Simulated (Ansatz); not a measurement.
# Te2P: the cost of one run

Program: Ansatz 0.2.0. Level of theory: DFT PBE, scalar-relativistic, plane waves, PAW. These are calculated values, not measurements.

### 1 The structure to begin with

Symmetry: P6/mmm, No. 191, hexagonal system. Conventional cell: a = 4.366 Å, b = 4.366 Å, c = 4.715 Å, α = 90.00°, β = 90.00°, γ = 120.00°. Around Te (site symmetry -6m2) lie 3 Te at 2.52 Å. Around P (site symmetry 6/mmm) lie 12 Te at 3.45 Å.

Structure file:

```
Te P
1.0
     4.36647    0.00000    0.00000
    -2.18323    3.78147    0.00000
     0.00000    0.00000    4.71463
Te P
2 1
Direct
  0.33333 0.66667 0.50000
  0.66667 0.33333 0.50000
  0.00000 0.00000 0.00000
```

This is candidate A: AlB2 type (P6/mmm, No. 191).

(A quick probe on a coarse mesh, which set the mesh and smearing, is not shown.)

### 3 Coarse relaxation (candidate A)

input.yaml reads:

```yaml
crystal:
  lattice:
    - [4.3664699513, 0.0, 0.0]
    - [-2.1832349757, 3.7814739027, 0.0]
    - [0.0, 0.0, 4.7146270239]
  atoms:
    - { symbol: Te, position: [0.3333333333, 0.6666666667, 0.5] }
    - { symbol: Te, position: [0.6666666667, 0.3333333333, 0.5] }
    - { symbol: P, position: [0.0, 0.0, 0.0] }
basis:
  ecutwfc: 420
kpoints:
  mp_grid: { grid: [6, 6, 4] }
hamiltonian:
  xc: pbe
scf:
  occupations: { method: gaussian, width: 0.1 }
  lower_state_search: "off"
output:
  forces: true
  stress: true
  eigenvalues: true
relax:
  adjacent_minimum: "off"
  f_tol: 0.04
  max_steps: 70
  cell: { stress_tol: 0.4 }
```

Q: Estimate wall time and peak memory on 1 thread of an Arm CPU, shared host.

About 36 s, with a peak of 0.35 GiB.
